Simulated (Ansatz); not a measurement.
# Rb2Lu: a trial structure relaxed

Aim: relax a trial structure of Rb2Lu and see where it ends, then test the end with a random kick.

Method: DFT PBE, scalar-relativistic, plane waves, PAW, in Ansatz 0.2.0.

## (1) The starting structure

The structure is hexagonal, space group P6/mmm (No. 191). Conventional cell: a = 5.016 Å, b = 5.016 Å, c = 4.917 Å, α = 90.00°, β = 90.00°, γ = 120.00°. Rb (site symmetry -6m2) has 3 Rb at 2.90 Å as nearest neighbours. Lu (site symmetry 6/mmm) is surrounded by 12 Rb at 3.80 Å.

Coordinates:

```
CELL_PARAMETERS angstrom
5.01561 0.00000 0.00000
-2.50780 4.34364 0.00000
0.00000 0.00000 4.91667
ATOMIC_POSITIONS crystal
Rb 0.66667 0.33333 0.50000
Rb 0.33333 0.66667 0.50000
Lu 0.00000 0.00000 0.00000
```

Recipe of the guess: species swapped into a database cell of ErGa2 (P6/mmm, No. 191), with Lu on the Er sites and Rb on the Ga sites. Its size is a rough estimate.

## (2) A first look at the guess

The input, input.yaml:

```yaml
crystal:
  lattice:
    - [5.01560745, 0.0, 0.0]
    - [-2.50780372, 4.34364346, 0.0]
    - [0.0, 0.0, 4.91666546]
  atoms:
    - { symbol: Rb, position: [0.66666667, 0.33333333, 0.5] }
    - { symbol: Rb, position: [0.33333333, 0.66666667, 0.5] }
    - { symbol: Lu, position: [0.0, 0.0, 0.0] }
basis:
  ecutwfc: 420
kpoints:
  mp_grid: { grid: [6, 6, 4] }
hamiltonian:
  xc: pbe
scf:
  occupations: { method: gaussian, width: 0.1 }
  lower_state_search: "off"
output:
  forces: true
  stress: true
  eigenvalues: true
```

Launch:

```bash
$ ansatz run input.yaml --threads 1 --pin off --max-ram 2560MiB --backend cpu --events-out ev --progress --plain --runs-dir out
```

Further runs follow: a loose first relaxation; final relaxation; kick test: the unmoved cell on a coarse mesh; kicked and relaxed without symmetry.

What does the calculation give? Wanted: conventional cell; volume; energy over the elements; gap on the mesh.

**Answer**, as computed:

| quantity | value |
| --- | --- |
| symmetry at the end (tolerance 0.05 Å) | space group P6/mmm (No. 191) |
| conventional cell | a = 7.153 Å, b = 7.153 Å, c = 3.764 Å, α = 90.00°, β = 90.00°, γ = 120.00° |
| volume | 55.59 Å³/atom |
| energy over the elements | +0.67 eV/atom |
| gap on the mesh | none (metal) |

**Reading.** The space group P6/mmm (No. 191) is kept, and the volume per atom grows by 55.7 % from the first guess. With a positive formation energy it can't be a ground state. The kick test gives no clear verdict at this accuracy. Spin-orbit coupling is left out for Lu.
